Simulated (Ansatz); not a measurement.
# NbCr2: the cost of one run

Computed with Ansatz 0.2.0 (DFT PBEsol, scalar-relativistic, plane waves, PAW, unless a step's input says otherwise).

### Step 1. The structure to begin with

The structure is cubic, space group Fd-3m (No. 227). The conventional cell has a = 6.870 Å, b = 6.870 Å, c = 6.870 Å, α = 90.00°, β = 90.00°, γ = 90.00°. Around Nb (site symmetry -43m) lie 12 Cr at 2.85 Å and 4 Nb at 2.97 Å. Cr (site symmetry -3m) has 6 Cr at 2.43 Å and 6 Nb at 2.85 Å in its first shell of neighbours.

Structure file:

```xyz
6
Lattice="0.0000 3.4350 3.4350 3.4350 0.0000 3.4350 3.4350 3.4350 0.0000" Properties=species:S:1:pos:R:3 pbc="T T T"
Nb    3.4350    3.4350    3.4350
Nb    5.1525    5.1525    5.1525
Cr    0.8587    0.8587    0.8587
Cr    0.8587    2.5762    2.5762
Cr    2.5762    2.5762    0.8587
Cr    2.5762    0.8587    2.5762
```

This cell was relaxed beforehand with the same method: volume 13.51 Å³/atom, gap on the mesh none (metal).

### Step 2. Point at V/V0 = 0.97

Input file input.yaml:

```yaml
crystal:
  lattice:
    - [0.0, 3.4002893299, 3.4002893299]
    - [3.4002893299, 0.0, 3.4002893299]
    - [3.4002893299, 3.4002893299, 0.0]
  atoms:
    - { symbol: Nb, position: [0.5, 0.5, 0.5] }
    - { symbol: Nb, position: [0.75, 0.75, 0.75] }
    - { symbol: Cr, position: [0.125, 0.125, 0.125] }
    - { symbol: Cr, position: [0.625, 0.125, 0.125] }
    - { symbol: Cr, position: [0.125, 0.125, 0.625] }
    - { symbol: Cr, position: [0.125, 0.625, 0.125] }
basis:
  ecutwfc: 420
kpoints:
  mp_grid: { grid: [10, 10, 10] }
hamiltonian:
  xc: pbesol
scf:
  occupations: { method: gaussian, width: 0.1 }
output:
  forces: true
  stress: true
  eigenvalues: true
```

The run is started by

```
ansatz run input.yaml --threads 1 --pin off --max-ram 2560MiB --backend cpu --events-out ev --progress --plain --runs-dir out
```

What time and memory should one allow on 1 thread of Arm Neoverse V1, shared host?

About 12 s, with a peak of 0.44 GiB.
